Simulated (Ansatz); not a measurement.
# AlH: the cost of one run

Method: DFT PBE, scalar-relativistic, plane waves, PAW, in Ansatz 0.2.0.

### Step 1. The system as given

The structure is orthorhombic, space group Cmcm (No. 63). Conventional cell: a = 3.274 Å, b = 8.625 Å, c = 3.260 Å, α = 90.00°, β = 90.00°, γ = 90.00°. Around Al (site symmetry m2m) lie 7 H at 2.38 to 2.53 Å. H (site symmetry m2m) is surrounded by 2 H at 2.11 Å and 7 Al at 2.38 to 2.53 Å.

Coordinates:

```xyz
4
Lattice="1.6368 -4.3124 0.0000 1.6368 4.3124 0.0000 0.0000 0.0000 3.2596" Properties=species:S:1:pos:R:3 pbc="T T T"
Al    1.6368    1.2558    2.4447
Al    1.6368   -1.2558    0.8149
H     1.6368    3.6431    2.4447
H     1.6368   -3.6431    0.8149
```

This is candidate A: ZrSi type (Cmcm, No. 63).

(A quick probe on a coarse mesh, which set the mesh and smearing, is not shown.)

### Step 3. A loose first relaxation (candidate A)

Input file input.yaml:

```yaml
crystal:
  lattice:
    - [1.6367627015, -4.3123739934, 0.0]
    - [1.6367627015, 4.3123739934, 0.0]
    - [0.0, 0.0, 3.259610311]
  atoms:
    - { symbol: Al, position: [0.3544, 0.6456, 0.75] }
    - { symbol: Al, position: [0.6456, 0.3544, 0.25] }
    - { symbol: H, position: [0.0776, 0.9224, 0.75] }
    - { symbol: H, position: [0.9224, 0.0776, 0.25] }
basis:
  ecutwfc: 420
kpoints:
  mp_grid: { grid: [6, 6, 6] }
hamiltonian:
  xc: pbe
scf:
  occupations: { method: gaussian, width: 0.1 }
  lower_state_search: "off"
output:
  forces: true
  stress: true
  eigenvalues: true
relax:
  adjacent_minimum: "off"
  f_tol: 0.04
  max_steps: 70
  cell: { stress_tol: 0.4 }
```

On the command line:

```console
> ansatz run input.yaml --threads 1 --pin off --max-ram 2560MiB --backend cpu --events-out ev --progress --plain --runs-dir out
```

What time and memory should one allow on 1 thread of Arm Neoverse V2, shared host?

About 26 s, with a peak of 0.3 GiB.
